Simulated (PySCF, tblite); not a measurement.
**C2H11BS2Si: geometry, infrared bands and NMR shifts**

Wanted: the infrared bands and NMR shifts of C2H11BS2Si (`CS[BH2-][S@@+](C)[SiH3]`), by calculation.

The runs use tblite 0.8.0 and PySCF 2.14.0, with density-fitted response routines of our own; the level of theory stands in each step. All values are computed, except where a source is named. Atoms are numbered from 0 throughout.

## Step 1: Starting geometry

17 atoms, charge 0, multiplicity 1; geometry from: force field or distance geometry start.

Bonds of the start (Å): C0–S1 1.83, S1–B2 1.88, B2–S3 1.87, S3–C4 1.78, S3–Si5 2.11, C0–H6 1.10, C0–H7 1.10, C0–H8 1.12, B2–H9 1.19, B2–H10 1.18, C4–H11 1.11, C4–H12 1.11, C4–H13 1.11, Si5–H14 1.47, Si5–H15 1.48, Si5–H16 1.48.

## Step 2: Geometry optimisation with GFN2-xTB

Job settings and geometry (Å):

```
{"job": {"kind": "relax", "xc": "GFN2-xTB", "basis": "xTB"}, "charge": 0, "multiplicity": 1}
C      3.042500    -0.224400     0.163400
S      1.476500     0.721000     0.047500
B      0.370300    -0.224800    -1.137500
S     -1.401800     0.209500    -0.721400
C     -2.116800    -1.245700     0.016300
Si    -1.409400     1.738200     0.725800
H      3.815400     0.356500     0.694600
H      3.360000    -0.442800    -0.863800
H      2.822100    -1.182200     0.696800
H      0.538400     0.091300    -2.272200
H      0.511200    -1.396800    -1.089600
H     -2.213800    -1.106100     1.115800
H     -1.473500    -2.147700    -0.101800
H     -3.097200    -1.428100    -0.477800
H     -0.792200     2.946800     0.157400
H     -2.773700     2.131000     1.145300
H     -0.665000     1.216400     1.891300
```

The run is started by

```console
> OMP_NUM_THREADS=1 python probes_run.py task.json out
```

The driver reads the jobs from task.json and runs them one after another.

**Question.** This job is followed by: GFN2-xTB harmonic vibrations, gas phase; GIAO PBE0/pcSseg-1 NMR shielding, non-relativistic, gas phase. Predict these results of the whole session: strongest single infrared mode (GFN2-xTB); zero-point energy (GFN2-xTB); 13C shifts against TMS (PBE0/pcSseg-1); 1H shifts against TMS (PBE0/pcSseg-1, means over atoms taken as alike); 33S shifts against CS2 (PBE0/pcSseg-1); 11B shifts against BF3·OEt2 (PBE0/pcSseg-1); 29Si shifts against TMS (PBE0/pcSseg-1).

The runs gave:

| quantity | value |
| --- | --- |
| strongest single infrared mode (GFN2-xTB) | 2124 cm⁻¹, 356 km/mol |
| zero-point energy (GFN2-xTB) | 78.0 kcal/mol |
| 13C shifts against TMS (PBE0/pcSseg-1) | 25.9, 25.5 ppm |
| 1H shifts against TMS (PBE0/pcSseg-1, means over atoms taken as alike) | 4.85, 3.10, 2.35, 2.20, 2.07 ppm |
| 33S shifts against CS2 (PBE0/pcSseg-1) | -38, -57 ppm |
| 11B shifts against BF3·OEt2 (PBE0/pcSseg-1) | -17.3 ppm |
| 29Si shifts against TMS (PBE0/pcSseg-1) | -90.1 ppm |

What this shows: Over 224 steps the energy fell by 0.784 eV; of the close pairs, S3–Si5 changed most, 2.105 to 2.243 Å. All 45 modes are real, so the xTB geometry is a minimum. The strongest single mode, at 2124 cm⁻¹, moves mainly H15. GFN2-xTB is a fitted tight-binding method: band positions and strengths are rough. Its intensities can rank the bands wrongly. At PBE0/pcSseg-1: The widest tensor belongs to S3: span 267 ppm, with a paramagnetic part of -517 ppm.
